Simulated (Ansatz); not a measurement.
**C₂HGa (singlet): from Hartree-Fock to the top rungs, cc-pVDZ**

One table from this session's results is given with a row withheld; the runs are named, their logs left out.

The runs use Ansatz 0.2.0, Gaussian basis; cc-pVDZ, core rule «outside noble gas», up to 16 orbitals frozen.

To be run: UHF; CCSD(T) on RHF; BCCD(T) on RHF; CISD; CCSDT(Q) on RHF; CCSDTQ on RHF.

3 further runs of the same task are left out: 3 set aside as unsound or not needed.

### The system

The geometry is a PBE0/def2-TZVP stationary point (not a proven minimum). No spin-orbit coupling is included. The filled d shell of Ga may be among the frozen orbitals whatever the setting's name suggests; the logs give the count.

4 atoms, charge 0, spin multiplicity 1.

Atoms are counted from 1 here; the program's logs count them from 0.

Bond lengths: C1–C2 1.216 Å, C1–H4 1.067 Å, C2–Ga3 2.016 Å. Angles: C2–C1–H4 180.0°, C1–C2–Ga3 180.0°.

As a file:

```
C     0.0000    0.0000    0.8450
C     0.0000    0.0000   -0.3707
Ga    0.0000    0.0000   -2.3868
H     0.0000    0.0000    1.9124
```

The first run:

in.yaml reads:

```yaml
crystal:
  periodic: [false, false, false]
  atoms:
    - {symbol: C, position_ang: [0.000000, 0.000000, 0.845025]}
    - {symbol: C, position_ang: [0.000000, 0.000000, -0.370675]}
    - {symbol: Ga, position_ang: [0.000000, 0.000000, -2.386775]}
    - {symbol: H, position_ang: [0.000000, 0.000000, 1.912425]}
basis:
  gaussian: {orbitals: cc-pVDZ}
magnetization: {spin_polarized: true, initial_magnetization: 0}
hamiltonian: {xc: hf}
output: {orbitals: {seedname: orbitals}}
```

The run is started by

```bash
> ansatz run in.yaml --threads 1 --pin off --events-out ev --progress --plain --max-ram 3968MiB --backend cpu
```

Steps of the session up to this table: UHF; CCSD(T) on RHF; BCCD(T) on RHF; CISD; CCSDT(Q) on RHF; CCSDTQ on RHF.

One of the session's tables, all rows but one given; the rest of the session is left out.

| method | from RCCSDTQ (kcal/mol) |
| --- | --- |
| RHF | +206.04 |
| RMP2 | +24.50 |
| RCCSD | +9.81 |
| RCCSD(T) | +1.05 |
| BCCD(T) | ? |
| RCCSDT | +0.76 |
| RCCSDT(Q) | -0.09 |
| RCCSDTQ | 0 |

Q: Estimate the row for BCCD(T) from the others.

**Answer.** from RCCSDTQ (kcal/mol): +1.03. In the column «from RCCSDTQ (kcal/mol)» it lies between RCCSDT (+0.76) and RCCSD(T) (+1.05).

Not comparable, so not listed: CISD (they don't share determinant, frozen orbitals or solution with the rows shown, or repeat one).
